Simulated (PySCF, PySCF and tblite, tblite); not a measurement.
# diphenyl ether (C₁₂H₁₀O): conformers and averaged spectra

Aim: find the conformers of diphenyl ether (C₁₂H₁₀O) (`c1ccc(Oc2ccccc2)cc1`), weigh them, and average their properties.

Programs: PySCF 2.14.0 with density-fitted response routines of our own, and tblite 0.8.0. All values are computed, except where a source is named. Atoms count from 0 throughout.

### Step 1. The starting structure

23 atoms, charge 0, multiplicity 1; geometry from: MMFF94s geometry.

Bonds of the start (Å): C0–C1 1.38, C0–C12 1.38, C0–H13 1.09, C10–H20 1.08, C11–C12 1.40, C11–H21 1.08, C12–H22 1.07, C1–C2 1.41, C1–H14 1.10, C2–C3 1.39, C2–H15 1.08, C3–C11 1.40, C3–O4 1.38, C5–C10 1.40, C5–C6 1.40, C6–C7 1.40, C6–H16 1.09, C7–C8 1.39, C7–H17 1.08, C8–C9 1.40, C8–H18 1.08, C9–C10 1.39, C9–H19 1.09, O4–C5 1.38.

### Step 2. GFN2-xTB relaxation, conformer 1

The job: settings as JSON, then the geometry in Å.

```
{"job": {"xc": "GFN2-xTB", "basis": "xTB", "kind": "relax"}, "charge": 0, "multiplicity": 1}
C     -3.635300     0.543000     0.194600
C     -2.590300     1.152200     0.867600
C     -1.327200     0.522700     0.920000
C     -1.147100    -0.683700     0.249400
O      0.047100    -1.376200     0.294500
C      1.188200    -0.658500     0.019400
C      2.287400    -0.876200     0.856000
C      3.494900    -0.205900     0.630100
C      3.604900     0.663000    -0.452700
C      2.508700     0.868600    -1.300600
C      1.306600     0.200100    -1.075000
C     -2.214000    -1.307600    -0.402600
C     -3.463200    -0.680000    -0.431900
H     -4.612700     1.029200     0.165300
H     -2.737800     2.106300     1.385900
H     -0.524800     0.993000     1.477000
H      2.201200    -1.565000     1.698500
H      4.337600    -0.381900     1.282200
H      4.536800     1.188500    -0.631300
H      2.609600     1.545200    -2.146700
H      0.470200     0.357800    -1.746300
H     -2.066200    -2.261000    -0.892000
H     -4.279500    -1.146600    -0.951400
```

Run with:

```console
> OMP_NUM_THREADS=1 python ens_run.py task.json out
```

This one command runs the whole study; its stages follow in the order run.

The program printed:

```text
step      E/eV     max force
  0    -947.81365    1.138
  1    -947.85775    0.590
  2    -947.87615    0.269
  3    -947.88770    0.164
  4    -947.88979    0.117
  5    -947.89164    0.108
  6    -947.89302    0.104
  7    -947.89470    0.101
  8    -947.89628    0.094
  9    -947.89799    0.094
 10    -947.89958    0.083
 11    -947.90101    0.082
 12    -947.90231    0.068
 13    -947.90369    0.079
 14    -947.90510    0.091
 15    -947.90622    0.084
 16    -947.90691    0.073
 17    -947.90743    0.056
 18    -947.90801    0.052
 19    -947.90865    0.063
 20    -947.90924    0.064
 21    -947.90978    0.052
 22    -947.91039    0.051
 23    -947.91110    0.057
 24    -947.91176    0.052
 25    -947.91223    0.046
 26    -947.91261    0.046
 27    -947.91305    0.050
 28    -947.91366    0.047
 29    -947.91441    0.058
 30    -947.91535    0.067
 31    -947.91674    0.099
 32    -947.91896    0.124
 33    -947.92197    0.107
 34    -947.92493    0.108
 35    -947.92712    0.084
 36    -947.92878    0.102
 37    -947.93066    0.110
 38    -947.93274    0.099
 39    -947.93451    0.083
 40    -947.93585    0.072
 41    -947.93703    0.079
 42    -947.93829    0.076
 43    -947.93955    0.083
 44    -947.94059    0.080
 45    -947.94124    0.072
 46    -947.94220    0.067
 47    -947.94300    0.049
 48    -947.94374    0.056
 49    -947.94420    0.049
 50    -947.94466    0.037
 51    -947.94466    0.037
 52    -947.94482    0.027
 53    -947.94500    0.023
 54    -947.94507    0.021
 55    -947.94522    0.020
 56    -947.94533    0.025
 57    -947.94547    0.026
 58    -947.94562    0.027
 59    -947.94577    0.029
 60    -947.94589    0.026
 61    -947.94604    0.026
 62    -947.94621    0.038
 63    -947.94642    0.052
 64    -947.94665    0.050
 65    -947.94691    0.036
 66    -947.94723    0.043
 67    -947.94762    0.044
 68    -947.94801    0.057
 69    -947.94831    0.048
 70    -947.94852    0.027
 71    -947.94868    0.021
 72    -947.94880    0.024
 73    -947.94892    0.025
 74    -947.94904    0.028
 75    -947.94919    0.029
 76    -947.94934    0.025
 77    -947.94946    0.024
 78    -947.94956    0.030
 79    -947.94964    0.028
 80    -947.94971    0.018
 81    -947.94976    0.017
 82    -947.94981    0.015
 83    -947.94985    0.016
 84    -947.94988    0.013
 85    -947.94991    0.011
 86    -947.94993    0.011
 87    -947.94996    0.011
 88    -947.94998    0.009
 89    -947.94999    0.009
 90    -947.95001    0.011
 91    -947.95003    0.013
 92    -947.95005    0.010
 93    -947.95007    0.008
 94    -947.95009    0.008
 95    -947.95010    0.008
 96    -947.95011    0.009
 97    -947.95013    0.010
 98    -947.95015    0.010
 99    -947.95016    0.008
100    -947.95018    0.009
101    -947.95020    0.009
102    -947.95022    0.010
103    -947.95023    0.011
104    -947.95026    0.014
105    -947.95031    0.021
106    -947.95038    0.022
107    -947.95043    0.015
108    -947.95047    0.014
109    -947.95049    0.013
110    -947.95053    0.014
111    -947.95058    0.017
112    -947.95063    0.015
113    -947.95068    0.011
114    -947.95071    0.011
115    -947.95075    0.014
116    -947.95078    0.012
117    -947.95081    0.009
118    -947.95083    0.007
119    -947.95084    0.007
120    -947.95085    0.006
121    -947.95086    0.005
122    -947.95086    0.006
123    -947.95087    0.006
124    -947.95087    0.004
```

Run time: 1.4 s. Hardware: 1 thread of Intel Xeon Platinum 8375C at 2.90GHz, shared host.

Relaxing gained 0.137 eV and moved the atoms by 0.33 Å on average (rms).

### Step 3. Shieldings, conformer 1: wB97X-D/6-31G*

The job: settings as JSON, then the geometry in Å.

```
{"job": {"xc": "wB97X-D", "basis": "6-31G*", "kind": "nmr", "pop": true}, "charge": 0, "multiplicity": 1}
C     -3.702227     0.480687     0.141705
C     -2.620538     1.223753     0.582371
C     -1.354488     0.668641     0.619311
C     -1.165695    -0.645129     0.203003
O      0.044925    -1.283743     0.270279
C      1.208898    -0.592201     0.058379
C      2.339311    -1.031992     0.740593
C      3.558611    -0.420215     0.521329
C      3.662733     0.631392    -0.373969
C      2.539801     1.059971    -1.060859
C      1.314724     0.452743    -0.853718
C     -2.254188    -1.397215    -0.228489
C     -3.514898    -0.832499    -0.256755
H     -4.687352     0.921033     0.114453
H     -2.760442     2.244383     0.906743
H     -0.514241     1.245333     0.978214
H      2.241851    -1.853698     1.432881
H      4.431297    -0.764542     1.055914
H      4.615483     1.110787    -0.539905
H      2.615190     1.871130    -1.770050
H      0.442650     0.778439    -1.402319
H     -2.091609    -2.419410    -0.533033
H     -4.354547    -1.420663    -0.596002
```

The program printed:

```text
coarse grid: 20320 points
cycle   1  E = -538.3483211856  dE =  3.228e+00  |g| = 5.656e-01  |ddm| = 5.008e+00
cycle   2  E = -538.3767631485  dE = -2.844e-02  |g| = 5.050e-01  |ddm| = 9.864e-01
cycle   3  E = -538.4240708700  dE = -4.731e-02  |g| = 7.719e-02  |ddm| = 4.028e-01
cycle   4  E = -538.4252118523  dE = -1.141e-03  |g| = 3.387e-02  |ddm| = 9.850e-02
cycle   5  E = -538.4254813076  dE = -2.695e-04  |g| = 5.986e-03  |ddm| = 3.845e-02
cycle   6  E = -538.4254894638  dE = -8.156e-06  |g| = 2.016e-03  |ddm| = 9.090e-03
final grid: 199424 points
cycle   7  E = -538.3076944961  dE = -1.808e-04  |g| = 6.048e-03  |ddm| = 4.634e-02
cycle   8  E = -538.3076965237  dE = -2.028e-06  |g| = 6.001e-03  |ddm| = 1.138e-02
cycle   9  E = -538.3077049161  dE = -8.392e-06  |g| = 1.016e-03  |ddm| = 6.460e-03
cycle  10  E = -538.3077051419  dE = -2.258e-07  |g| = 4.036e-04  |ddm| = 1.340e-03
cycle  11  E = -538.3077051815  dE = -3.962e-08  |g| = 6.450e-05  |ddm| = 4.525e-04
cycle  12  E = -538.3077051830  dE = -1.573e-09  |g| = 2.752e-05  |ddm| = 9.723e-05
cycle  13  E = -538.3077051835  dE = -4.648e-10  |g| = 9.450e-06  |ddm| = 5.797e-05
converged SCF energy = -538.3077051835

GIAO shielding tensors (ppm)
atom      isotropic    diamagn.    paramagn.     s11        s22        s33       span
  0 C       79.692     256.419    -176.727    -14.511     64.523    189.066    203.577
  1 C       73.062     258.650    -185.588    -24.149     58.155    185.178    209.327
  2 C       84.621     266.569    -181.948      4.570     61.491    187.801    183.231
  3 C       45.865     252.517    -206.652    -37.121     47.833    126.884    164.005
  4 O      192.866     403.831    -210.965    126.781    189.837    261.980    135.199
  5 C       45.873     252.519    -206.647    -37.117     47.840    126.894    164.011
  6 C       81.537     262.907    -181.370     -0.093     66.733    177.971    178.064
  7 C       71.912     256.808    -184.896    -26.174     56.632    185.278    211.452
  8 C       79.681     256.422    -176.741    -14.542     64.519    189.066    203.608
  9 C       73.052     258.654    -185.602    -24.156     58.143    185.169    209.325
 10 C       84.605     266.581    -181.976      4.536     61.495    187.785    183.249
 11 C       81.522     262.916    -181.394     -0.123     66.741    177.948    178.070
 12 C       71.905     256.817    -184.912    -26.176     56.623    185.269    211.445
 13 H       25.359      25.827      -0.468     22.025     26.405     27.646      5.621
 14 H       25.085      30.344      -5.259     21.497     25.396     28.362      6.865
 15 H       25.347      37.617     -12.270     20.537     23.550     31.954     11.417
 16 H       25.306      32.575      -7.270     21.577     24.933     29.408      7.831
 17 H       24.940      26.473      -1.533     21.550     25.572     27.698      6.148
 18 H       25.358      25.829      -0.472     22.025     26.402     27.646      5.621
 19 H       25.083      30.345      -5.261     21.496     25.394     28.359      6.863
 20 H       25.345      37.619     -12.274     20.536     23.547     31.952     11.417
 21 H       25.305      32.580      -7.274     21.576     24.931     29.409      7.832
 22 H       24.939      26.474      -1.536     21.549     25.570     27.697      6.148
```

Run time: 78 s. Hardware: 1 thread of Intel Xeon Platinum 8375C at 2.90GHz, shared host; peak memory 1 GiB.

This run: HOMO -7.82 eV, LUMO 1.72 eV; dipole 0.98 D.

### Step 4. Single-point energy, conformer 1: B3LYP/def2-SVP

Changed since step 3:

```diff
@@ -1,2 +1,2 @@
-{"job": {"xc": "wB97X-D", "basis": "6-31G*", "kind": "nmr", "pop": true}, "charge": 0, "multiplicity": 1}
+{"job": {"xc": "B3LYP", "basis": "def2-SVP", "kind": "sp"}, "charge": 0, "multiplicity": 1}
 C     -3.702227     0.480687     0.141705
```

The program printed:

```text
coarse grid: 20320 points
cycle   1  E = -537.9140393019  dE =  2.373e+00  |g| = 6.390e-01  |ddm| = 6.892e+00
cycle   2  E = -537.8701305031  dE =  4.391e-02  |g| = 7.983e-01  |ddm| = 1.774e+00
cycle   3  E = -538.0069078152  dE = -1.368e-01  |g| = 1.367e-01  |ddm| = 8.740e-01
cycle   4  E = -538.0113542740  dE = -4.446e-03  |g| = 5.372e-02  |ddm| = 2.292e-01
cycle   5  E = -538.0120807649  dE = -7.265e-04  |g| = 2.266e-02  |ddm| = 9.025e-02
cycle   6  E = -538.0121977648  dE = -1.170e-04  |g| = 5.071e-03  |ddm| = 2.931e-02
cycle   7  E = -538.0122026596  dE = -4.895e-06  |g| = 1.849e-03  |ddm| = 7.332e-03
final grid: 199424 points
cycle   8  E = -538.1253030039  dE = -6.279e-05  |g| = 8.063e-03  |ddm| = 8.883e-02
cycle   9  E = -538.1252811893  dE =  2.181e-05  |g| = 1.288e-02  |ddm| = 2.257e-02
cycle  10  E = -538.1253179793  dE = -3.679e-05  |g| = 2.053e-03  |ddm| = 1.461e-02
cycle  11  E = -538.1253190546  dE = -1.075e-06  |g| = 3.520e-04  |ddm| = 3.102e-03
cycle  12  E = -538.1253190796  dE = -2.498e-08  |g| = 1.996e-04  |ddm| = 6.416e-04
cycle  13  E = -538.1253190904  dE = -1.083e-08  |g| = 2.933e-05  |ddm| = 2.549e-04
cycle  14  E = -538.1253190905  dE = -1.201e-10  |g| = 1.917e-05  |ddm| = 5.128e-05
converged SCF energy = -538.1253190905
```

Run time: 28 s. Hardware: 1 thread of Intel Xeon Platinum 8375C at 2.90GHz, shared host; peak memory 0.96 GiB.

This run: HOMO -6.08 eV, LUMO -0.50 eV; dipole 0.90 D.

### Step 5. Averages: properties at wB97X-D/6-31G*

The job: settings as JSON, then the geometry in Å.

```
{"job": {"study": "conf", "smiles": "c1ccc(Oc2ccccc2)cc1", "search": {"seed": 6379, "n_embed": 90, "ff_keep": 18, "window": 2.0, "nmax": 10, "temps": [150, 200, 298.15, 320, 450], "t_ref": 298.15, "order": 0.001, "w0": 200.0}, "level": {"nmr": {"xc": "wB97X-D", "basis": "6-31G*"}, "sp": {"xc": "B3LYP", "basis": "def2-SVP"}}, "kind": "conf"}, "charge": 0, "multiplicity": 1}
C     -3.702227     0.480687     0.141705
C     -2.620538     1.223753     0.582371
C     -1.354488     0.668641     0.619311
C     -1.165695    -0.645129     0.203003
O      0.044925    -1.283743     0.270279
C      1.208898    -0.592201     0.058379
C      2.339311    -1.031992     0.740593
C      3.558611    -0.420215     0.521329
C      3.662733     0.631392    -0.373969
C      2.539801     1.059971    -1.060859
C      1.314724     0.452743    -0.853718
C     -2.254188    -1.397215    -0.228489
C     -3.514898    -0.832499    -0.256755
H     -4.687352     0.921033     0.114453
H     -2.760442     2.244383     0.906743
H     -0.514241     1.245333     0.978214
H      2.241851    -1.853698     1.432881
H      4.431297    -0.764542     1.055914
H      4.615483     1.110787    -0.539905
H      2.615190     1.871130    -1.770050
H      0.442650     0.778439    -1.402319
H     -2.091609    -2.419410    -0.533033
H     -4.354547    -1.420663    -0.596002
```

The program printed:

```text
conformer  sym    E(xTB)   E(DFT)   G(298.15 K)  weight  dipole/D
    1     C2      0.000    0.000    0.000   1.0000    0.897

mean shielding (ppm) by class
class atoms           150 K      200 K   298.15 K      320 K      450 K
  0 C  0,8           79.687     79.687     79.687     79.687     79.687
  1 C  1,7,9         72.483     72.483     72.483     72.483     72.483
  2 C  2,6,10        83.071     83.071     83.071     83.071     83.071
  3 C  3,5           45.869     45.869     45.869     45.869     45.869
  4 O  4            192.866    192.866    192.866    192.866    192.866
  5 H  13,18         25.358     25.358     25.358     25.358     25.358
  6 H  14,17,19      25.012     25.012     25.012     25.012     25.012
  7 H  15,16,20      25.326     25.326     25.326     25.326     25.326
```

Run time: 1.9 min. Hardware: 1 thread of Intel Xeon Platinum 8375C at 2.90GHz, shared host. This counts the runs that the step sums up.

The search (ETKDG and KDG, MMFF94s, GFN2-xTB) embedded 90 structures, kept 1 distinct ones after the force field and 1 after xTB; 1 was carried on (window 2.0 kcal/mol at the search's own energies). Energies: B3LYP/def2-SVP with D3(BJ).

Conformer by conformer (298 K):

| no. | group | mirror pair | ΔE xTB | ΔE DFT | ΔG | weight (%) | μ (D) | C2–C3–O4–C5 (°) | C3–O4–C5–C6 (°) | A, B, C (GHz) |
| --- | --- | --- | --- | --- | --- | --- | --- | --- | --- | --- |
| 1 | C2 | yes | 0.00 | 0.00 | 0.00 | 100.0 | 0.90 | -35 | 149 | 2.46, 0.44, 0.40 |

Energies in kcal/mol. ΔG holds xTB vibrations and rotation, symmetry numbers and mirror pairs.

Shifts against references run at the same level (17O H2O 326.7, 13C TMS 196.9, 1H TMS 32.52 ppm of shielding), by class of atoms, at 298 K:

```
             atoms                     environment  average  measured
            C3, C5  aromatic carbon bearing oxygen    151.0         –
   C1, C7, C9, C12                     aromatic CH    124.4         –
            C0, C8                     aromatic CH    117.2         –
  C2, C6, C10, C11                     aromatic CH    113.8         –
H14, H17, H19, H22      hydrogen on an aromatic CH     7.51      7.22
H15, H16, H20, H21      hydrogen on an aromatic CH     7.19      6.92
          H13, H18      hydrogen on an aromatic CH     7.16      6.98
                O4                    ether oxygen    133.8         –
```

Measured: solution, CCl4, 309 K; Shapiro, Mohrmann, J. Phys. Chem. Ref. Data 1977, 6, 919.

Effective distances for nuclear Overhauser effects, ⟨r⁻⁶⟩^(−1/6) over all pairs of two classes (Å): H13···H14 2.77; H14···H15 3.09.

### Step 6. Shieldings, conformer 1: BHandHLYP/6-31G*

Changed since step 4:

```diff
@@ -1,2 +1,2 @@
-{"job": {"xc": "B3LYP", "basis": "def2-SVP", "kind": "sp"}, "charge": 0, "multiplicity": 1}
+{"job": {"xc": "BHandHLYP", "basis": "6-31G*", "grid": 3, "scf": {"aux": "def2-universal-jkfit"}, "kind": "nmr", "pop": false}, "charge": 0, "multiplicity": 1}
 C     -3.702227     0.480687     0.141705
```

The program printed:

```text
final grid: 281584 points
cycle   1  E = -538.0998275019  dE =  3.195e+00  |g| = 5.626e-01  |ddm| = 4.995e+00
cycle   2  E = -538.1361464697  dE = -3.632e-02  |g| = 4.689e-01  |ddm| = 9.860e-01
cycle   3  E = -538.1796324195  dE = -4.349e-02  |g| = 9.419e-02  |ddm| = 4.371e-01
cycle   4  E = -538.1813012584  dE = -1.669e-03  |g| = 4.910e-02  |ddm| = 1.474e-01
cycle   5  E = -538.1819602757  dE = -6.590e-04  |g| = 9.090e-03  |ddm| = 6.034e-02
cycle   6  E = -538.1819784983  dE = -1.822e-05  |g| = 2.690e-03  |ddm| = 1.076e-02
cycle   7  E = -538.1819801859  dE = -1.688e-06  |g| = 6.302e-04  |ddm| = 3.422e-03
cycle   8  E = -538.1819802995  dE = -1.135e-07  |g| = 2.639e-04  |ddm| = 9.054e-04
cycle   9  E = -538.1819803188  dE = -1.935e-08  |g| = 7.683e-05  |ddm| = 3.898e-04
cycle  10  E = -538.1819803203  dE = -1.529e-09  |g| = 4.039e-05  |ddm| = 1.116e-04
cycle  11  E = -538.1819803209  dE = -5.853e-10  |g| = 8.548e-06  |ddm| = 6.438e-05
converged SCF energy = -538.1819803209

GIAO shielding tensors (ppm)
atom      isotropic    diamagn.    paramagn.     s11        s22        s33       span
  0 C       78.418     256.476    -178.058    -18.145     64.253    189.145    207.289
  1 C       71.712     258.444    -186.733    -28.318     57.710    185.742    214.060
  2 C       83.211     265.744    -182.533      0.842     60.278    188.513    187.672
  3 C       44.579     251.975    -207.397    -43.090     46.728    130.098    173.188
  4 O      201.182     404.712    -203.530    135.726    197.910    269.908    134.182
  5 C       44.583     251.980    -207.397    -43.084     46.734    130.097    173.181
  6 C       80.048     262.253    -182.205     -3.973     65.970    178.146    182.119
  7 C       70.464     256.804    -186.341    -30.418     56.007    185.802    216.220
  8 C       78.409     256.480    -178.071    -18.169     64.251    189.144    207.312
  9 C       71.700     258.448    -186.748    -28.333     57.701    185.730    214.062
 10 C       83.184     265.747    -182.564      0.795     60.261    188.495    187.699
 11 C       80.030     262.261    -182.231     -4.008     65.974    178.126    182.134
 12 C       70.460     256.815    -186.355    -30.417     56.001    185.797    216.214
 13 H       25.493      25.958      -0.465     21.968     26.712     27.800      5.832
 14 H       25.209      30.395      -5.186     21.468     25.644     28.517      7.049
 15 H       25.451      37.477     -12.027     20.490     23.693     32.168     11.678
 16 H       25.398      32.648      -7.250     21.491     25.123     29.579      8.088
 17 H       25.067      26.599      -1.532     21.522     25.832     27.848      6.326
 18 H       25.493      25.961      -0.468     21.968     26.710     27.800      5.832
 19 H       25.208      30.397      -5.189     21.467     25.642     28.515      7.048
 20 H       25.448      37.479     -12.030     20.489     23.689     32.167     11.678
 21 H       25.396      32.652      -7.255     21.490     25.120     29.580      8.090
 22 H       25.066      26.600      -1.534     21.522     25.830     27.847      6.326
```

Run time: 66 s. Hardware: 1 thread of Intel Xeon Platinum 8375C at 2.90GHz, shared host; peak memory 1 GiB.

In short: HOMO -6.94 eV, LUMO 1.06 eV; dipole 1.03 D.

### Step 7. The ensemble: properties at BHandHLYP/6-31G*

Changed since step 5:

```diff
@@ -1,2 +1,2 @@
-{"job": {"study": "conf", "smiles": "c1ccc(Oc2ccccc2)cc1", "search": {"seed": 6379, "n_embed": 90, "ff_keep": 18, "window": 2.0, "nmax": 10, "temps": [150, 200, 298.15, 320, 450], "t_ref": 298.15, "order": 0.001, "w0": 200.0}, "level": {"nmr": {"xc": "wB97X-D", "basis": "6-31G*"}, "sp": {"xc": "B3LYP", "basis": "def2-SVP"}}, "kind": "conf"}, "charge": 0, "multiplicity": 1}
+{"job": {"study": "conf", "smiles": "c1ccc(Oc2ccccc2)cc1", "search": {"seed": 6379, "n_embed": 90, "ff_keep": 18, "window": 2.0, "nmax": 10, "temps": [150, 200, 298.15, 320, 450], "t_ref": 298.15, "order": 0.001, "w0": 200.0}, "level": {"nmr": {"xc": "BHandHLYP", "basis": "6-31G*", "grid": 3, "scf": {"aux": "def2-universal-jkfit"}}, "change": "BHandHLYP/6-31G*; grid level 3; aux def2-universal-jkfit", "top": 4}, "kind": "conf"}, "charge": 0, "multiplicity": 1}
 C     -3.702227     0.480687     0.141705
```

The program printed:

```text
conformer  sym    E(xTB)   E(DFT)   G(298.15 K)  weight  dipole/D
    1     C2      0.000    0.000    0.000   1.0000    1.034

mean shielding (ppm) by class
class atoms           150 K      200 K   298.15 K      320 K      450 K
  0 C  0,8           78.413     78.413     78.413     78.413     78.413
  1 C  1,7,9         71.084     71.084     71.084     71.084     71.084
  2 C  2,6,10        81.618     81.618     81.618     81.618     81.618
  3 C  3,5           44.581     44.581     44.581     44.581     44.581
  4 O  4            201.181    201.181    201.181    201.181    201.181
  5 H  13,18         25.493     25.493     25.493     25.493     25.493
  6 H  14,17,19      25.138     25.138     25.138     25.138     25.138
  7 H  15,16,20      25.423     25.423     25.423     25.423     25.423
```

Run time: 66 s. Hardware: 1 thread of Intel Xeon Platinum 8375C at 2.90GHz, shared host. This counts the runs that the step sums up.

Against the first level, at 298 K (shifts, ppm; largest changes first):

```csv
atoms,wB97X-D/6-31G*,BHandHLYP/6-31G*,change
O4,133.8,125.3,-8.5
"C2, C6, C10, C11",113.8,114.5,+0.7
"C1, C7, C9, C12",124.4,125.0,+0.6
"C3, C5",151.0,151.5,+0.5
"C0, C8",117.2,117.7,+0.5
"H13, H18",7.16,7.13,-0.03
"H14, H17, H19, H22",7.51,7.48,-0.02
"H15, H16, H20, H21",7.19,7.20,+0.01
```

Weights: from B3LYP/def2-SVP energies 1: 100 %; from BHandHLYP/6-31G* energies 1: 100 % (with a dispersion term where the level has one and the same thermal terms, so they don't follow from the SCF energies alone). Times: 1.9 min and 66 s.

### Step 8. Results

```
                            quantity                                                 value
                          conformers  1; the first in weight is no. 1 (C2), 100 % at 298 K
             root-mean-square dipole                                                0.90 D
averaged 13C shifts (wB97X-D/6-31G*)                        151.0, 124.4, 117.2, 113.8 ppm
 averaged 1H shifts (wB97X-D/6-31G*)                                  7.51, 7.19, 7.16 ppm
```

The search found one conformer in the window, so the averages are its own values. Against 3 measured 1H shifts the average misses by 0.25 ppm. Vibration and solvent are missing from the shifts, so part of that gap is not the functional's. Between wB97X-D/6-31G* and BHandHLYP/6-31G*, O4 changes most, by 8.5 ppm.
